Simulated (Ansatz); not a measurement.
# C2H9NSn: the cost of one run

The runs use Ansatz 0.2.0, Gaussian basis; functionals in def2-TZVPP, the program's frozen cores in correlated methods.

The runs, in order: PBE-D4, r2SCAN-D4, PBE0-D4, B3LYP-D4, ωB97X-V, ωB97M-V, B2PLYP; CCSD(T)/def2-TZVPP; MP2/def2-QZVPP; extrapolation to the limit.

## (1) The relaxed structure

The geometry comes from an earlier relaxation with PBE0-D4 in a triple-zeta def2 set; it is a stationary point, not always the lowest conformer. Sn takes the def2 core potential; no spin-orbit term is included.

SMILES `CN[CH2][SnH3]`, 13 atoms, charge 0, spin multiplicity 1.

Atoms are counted from 1 here; the program's logs count them from 0.

Bond lengths: C1–N2 1.448 Å, C1–H5 1.092 Å, C1–H6 1.103 Å, C1–H7 1.094 Å, N2–C3 1.447 Å, N2–H8 1.012 Å, C3–Sn4 2.154 Å, C3–H9 1.095 Å, C3–H10 1.103 Å, Sn4–H11 1.706 Å, Sn4–H12 1.712 Å, Sn4–H13 1.711 Å. Angles: N2–C1–H5 109.8°, N2–C1–H6 113.7°, N2–C1–H7 109.4°, H5–C1–H6 108.5°, H5–C1–H7 107.7°, H6–C1–H7 107.6°, C1–N2–C3 113.1°, C1–N2–H8 109.7°, C3–N2–H8 110.3°, N2–C3–Sn4 110.0°, N2–C3–H9 109.0°, N2–C3–H10 114.2°, Sn4–C3–H9 106.9°, Sn4–C3–H10 109.8°, H9–C3–H10 106.7°, C3–Sn4–H11 110.6°, C3–Sn4–H12 108.0°, C3–Sn4–H13 110.8° and more.

## (2) PBE-D4 (GGA)

in.yaml reads:

```yaml
crystal:
  periodic: [false, false, false]
  atoms:
    - {symbol: C, position_ang: [-0.702371, 1.881480, -0.654525]}
    - {symbol: N, position_ang: [-0.607325, 0.446678, -0.486317]}
    - {symbol: C, position_ang: [0.528178, 0.043537, 0.314172]}
    - {symbol: Sn, position_ang: [0.608792, -2.104460, 0.452313]}
    - {symbol: H, position_ang: [-1.608315, 2.130216, -1.211623]}
    - {symbol: H, position_ang: [-0.712406, 2.439556, 0.296615]}
    - {symbol: H, position_ang: [0.153083, 2.236146, -1.236086]}
    - {symbol: H, position_ang: [-1.465196, 0.092326, -0.083670]}
    - {symbol: H, position_ang: [1.447825, 0.364341, -0.185241]}
    - {symbol: H, position_ang: [0.547444, 0.483043, 1.325581]}
    - {symbol: H, position_ang: [1.120101, -2.782923, -1.027175]}
    - {symbol: H, position_ang: [-0.965955, -2.670244, 0.815050]}
    - {symbol: H, position_ang: [1.676443, -2.594295, 1.695804]}
basis:
  gaussian: {orbitals: def2-TZVPP}
hamiltonian: {xc: pbe, dispersion: d4}
output: {forces: true, orbitals: {seedname: orbitals}}
```

On the command line:

```bash
$ ansatz run in.yaml --threads 4 --pin off --events-out ev --progress --plain --max-ram 10444MiB
```

**Question.** How long does this run take on 4 threads of Arm Neoverse V1, shared host, and how much memory does it need?

About 3 s, with a peak of 0.34 GiB.
